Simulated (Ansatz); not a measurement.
# BCNF2 (SMILES N#CB(F)F): CCSD(T)/6-311+G(d,p)

What is the vertical electron affinity of BCNF2 at CCSD(T)/6-311+G**? 

The results are computed with Ansatz 0.2.0.

69 further runs of the same task are left out: 69 set aside as unsound or not needed.

### 1 The molecule

BCNF2 has 5 atoms, charge 0, and is taken as a singlet. As SMILES, `N#CB(F)F`. The shape is that of a PBE0-D4/def2-TZVP optimisation.

Bond lengths: N1–C2 1.150 Å, C2–B3 1.543 Å, B3–F4 1.306 Å, B3–F5 1.306 Å. Angles: N1–C2–B3 180.0°, C2–B3–F4 119.9°, C2–B3–F5 119.9°, F4–B3–F5 120.2°.

### 2 The energy at CCSD(T)/6-311+G(d,p)

in.yaml

```yaml
crystal:
  periodic: [false, false, false]
  atoms:
    - symbol: N
      position_ang: [-0.715100, 1.789700, 0.801000]
    - symbol: C
      position_ang: [-0.319400, 0.804800, 0.359300]
    - symbol: B
      position_ang: [0.212000, -0.517400, -0.233800]
    - symbol: F
      position_ang: [1.451200, -0.872800, -0.026200]
    - symbol: F
      position_ang: [-0.578700, -1.277900, -0.941900]
basis:
  gaussian:
    orbitals: 6-311+G_st__st_.json
total_charge: 0
magnetization:
  spin_polarized: false
correlation:
  method: ccsd_t
  frozen_orbitals: {B: 1, C: 1, F: 1, "N": 1}
accuracy: high
scf:
  omitted_lower_state_checks: [cluster_reference, increment]
```

The basis set 6-311+G** is read from a file made from the Basis Set Exchange's data (not shown).

Command:

```sh
ansatz run in.yaml --threads 1 --pin off --max-ram 3480MiB --events-out events.jsonl --progress --plain --runs-dir runs
```

The program printed, cut to the lines that bear on the results:

```text
Warning: RAYON_NUM_THREADS=1 ignored (pool sized by the plan → 1); use --threads N
Functional definition: HF
  name "HF"
[...]
1963 factors; integrals over basis functions are off by at most 4.0e-9 eV
[...]
mean field -8601.22800958 eV, -316.0892992304 hartree, gradient 2.2e-8 eV, S^2 0.000000; 0 other end points of the search recorded, 0 dependent functions left out
5 core orbitals not correlated: weight in the atoms' cores, before any rotation towards them, 1.000 or more for the frozen orbitals, at most 0.000 for the correlated occupied ones
reference -8601.22800958 eV, -316.0892992304 hartree; 13, 13 occupied and 92, 92 virtual orbitals, 1963 factors
second order -21.28129588 eV of doubles, -0.00000000 eV of singles
cycle   1  -20.61209203 eV  change    6.7e-1 eV  update   1.2e-1
[...]
cycle  22  -21.34922173 eV  change    1.3e-9 eV  update  5.4e-10
perturbative correction -0.76940055 eV, -0.0282749488 hartree
Total energy: -8623.34663187 eV, -316.9021436068 hartree
Checks for a lower state left out: cluster_reference, increment
```

Run time: 38 s. Hardware: 1 thread of Arm Neoverse V2, shared host; peak memory 0.92 GiB.

### 3 The doublet anion at the same level

molecule.yaml

```yaml
crystal:
  periodic: [false, false, false]
  atoms:
    - symbol: N
      position_ang: [-0.715100, 1.789700, 0.801000]
    - symbol: C
      position_ang: [-0.319400, 0.804800, 0.359300]
    - symbol: B
      position_ang: [0.212000, -0.517400, -0.233800]
    - symbol: F
      position_ang: [1.451200, -0.872800, -0.026200]
    - symbol: F
      position_ang: [-0.578700, -1.277900, -0.941900]
basis:
  gaussian:
    orbitals: 6-311+G_st__st_.json
correlation:
  method: ccsd_t
  frozen_orbitals: {B: 1, C: 1, F: 1, "N": 1}
magnetization:
  spin_polarized: true
  initial_magnetization: 1
scf:
  omitted_lower_state_checks: [cluster_reference, increment]
total_charge: -1
accuracy: high
```

The basis set 6-311+G** is read from a file made from the Basis Set Exchange's data (not shown).

Command:

```sh
ansatz run molecule.yaml --threads 1 --pin off --max-ram 3480MiB --events-out events.jsonl --progress --plain --runs-dir runs
```

The program printed, cut to the lines that bear on the results:

```text
Warning: RAYON_NUM_THREADS=1 ignored (pool sized by the plan → 1); use --threads N
[... 2 set-up lines as earlier in the session ...]
[...]
1963 factors; integrals over basis functions are off by at most 4.0e-9 eV
[...]
mean field -8600.67749803 eV, -316.0690683039 hartree, gradient 2.9e-8 eV, S^2 0.808561; 4 other end points of the search recorded, 0 dependent functions left out
5 core orbitals not correlated: weight in the atoms' cores, before any rotation towards them, 1.000 or more for the frozen orbitals, at most 0.000 for the correlated occupied ones
reference -8600.67749803 eV, -316.0690683039 hartree; 14, 13 occupied and 91, 92 virtual orbitals, 1963 factors
second order -21.18050742 eV of doubles, -0.00000000 eV of singles
cycle   1  -20.75583828 eV  change    4.2e-1 eV  update   1.2e-1
[...]
cycle  33  -21.48692429 eV  change  -2.9e-10 eV  update   1.3e-9
perturbative correction -0.74941227 eV, -0.0275403928 hartree
Total energy: -8622.91383458 eV, -316.8862386000 hartree
Checks for a lower state left out: cluster_reference, increment
```

Wall time 3.3 min (1 thread of Arm Neoverse V2, shared host); peak memory 2.1 GiB.

### 4 Results

At CCSD(T)/6-311+G**, 5 core orbitals frozen:

```
                                                  quantity          value
                               singlet BCNF2: total energy  -316.90214 Eh
singlet BCNF2: correlation energy (5 core orbitals frozen)     -812.8 mEh
                             singlet BCNF2: (T) correction     -28.27 mEh
                              singlet BCNF2: T1 diagnostic          0.015
                               doublet anion: total energy  -316.88624 Eh
doublet anion: correlation energy (5 core orbitals frozen)     -817.2 mEh
                             doublet anion: (T) correction     -27.54 mEh
          doublet anion: ⟨S²⟩ of the reference determinant          0.809
                              doublet anion: T1 diagnostic          0.020
         vertical electron affinity (to the doublet anion)      -0.433 eV
```

What this shows: The anion lies 0.43 eV (41.8 kJ/mol) above the neutral: the electron isn't bound at this level, and such a value depends on the basis. The triples (singlet BCNF2) make up 3.5 % of the correlation energy. The triples (doublet anion) make up 3.4 % of the correlation energy.
